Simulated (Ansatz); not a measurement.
# CeO2 (fluorite): equation of state

One table from this session's results is given with a row withheld; the runs are named, their logs left out.

Program: Ansatz 0.2.0. Level of theory: DFT HSE06, scalar-relativistic, plane waves, PAW. These are calculated values, not measurements.

## The starting structure

The structure is cubic, space group Fm-3m (No. 225). Conventional cell: a = 5.394 Å, b = 5.394 Å, c = 5.394 Å, α = 90.00°, β = 90.00°, γ = 90.00°. Around Ce (site symmetry m-3m) lie 8 O at 2.34 Å. O (site symmetry -43m) is surrounded by 4 Ce at 2.34 Å.

As a file:

```xyz
3
Lattice="0.0000 2.6972 2.6972 2.6972 0.0000 2.6972 2.6972 2.6972 0.0000" Properties=species:S:1:pos:R:3 pbc="T T T"
Ce    0.0000    0.0000    0.0000
O     1.3486    1.3486    1.3486
O     4.0458    4.0458    4.0458
```

An earlier run at HSE06 left this cell at 13.081 Å³/atom and 0.01 GPa (6×6×6 mesh).

Volume factors to run: 0.980, 1.020, 0.960, 1.040.

Set-up of the first run:

Contents of input.yaml:

```yaml
crystal:
  lattice:
    - [0.0, 2.6790823698, 2.6790823698]
    - [2.6790823698, 0.0, 2.6790823698]
    - [2.6790823698, 2.6790823698, 0.0]
  atoms:
    - { symbol: Ce, position: [0.0, 0.0, 0.0] }
    - { symbol: O, position: [0.25, 0.25, 0.25] }
    - { symbol: O, position: [0.75, 0.75, 0.75] }
basis:
  ecutwfc: 420
  ecutrho_ratio: 4
kpoints:
  mp_grid: { grid: [6, 6, 6] }
hamiltonian:
  xc: hse06
scf:
  occupations: { method: gaussian, width: 0.05 }
output:
  forces: true
  stress: true
  eigenvalues: true
```

On the command line:

```bash
$ ansatz run input.yaml --threads 4 --pin off --max-ram 8192MiB --backend cpu --events-out ev --progress --plain --runs-dir out
```

Steps of the session up to this table: Scaling the volume by 0.980; At 1.020 of the relaxed volume; Scaling the volume by 0.960; Scaling the volume by 1.040.

One table of the session follows, with a row left open; its other results are not shown here.

| volume (Å³/atom) | energy (meV/atom) | pressure (GPa) | gap (eV) |
| --- | --- | --- | --- |
| 12.558 | 14.66 | 9.30 | 3.95 |
| 12.819 | ? | ? | ? |
| 13.081 | 0.00 | 0.01 | 3.76 |
| 13.343 | 3.18 | -3.94 | 3.67 |
| 13.604 | 12.64 | -7.50 | 3.59 |

**Question.** Estimate the row for volume (Å³/atom) = 12.819.

Worked estimate for «energy (meV/atom)». A straight line through the neighbours (12.558, 14.66) and (13.081, 0.00) gives 14.66 + (0.00 − 14.66) × (12.819 − 12.558) / (13.081 − 12.558) = 7.34; a parabola fitted to 3 rows on both sides gives 3.84.

The run gave: energy (meV/atom): 3.60; pressure (GPa): 4.40; gap (eV): 3.86. In «energy (meV/atom)» the line misses by +3.74 and the parabola by +0.24.

volume (Å³/atom), energy (meV/atom) and a bar:
```
    12.56       14.7 ##############################
    12.82        3.6 #######
    13.08        0.0 
    13.34        3.2 #######
    13.60       12.6 ##########################
```

To keep in mind: The program warned that the SCF threshold is loose for the stress of this hybrid run. Warnings in the runs' records: stress exchange threshold loose, stress scf threshold loose.
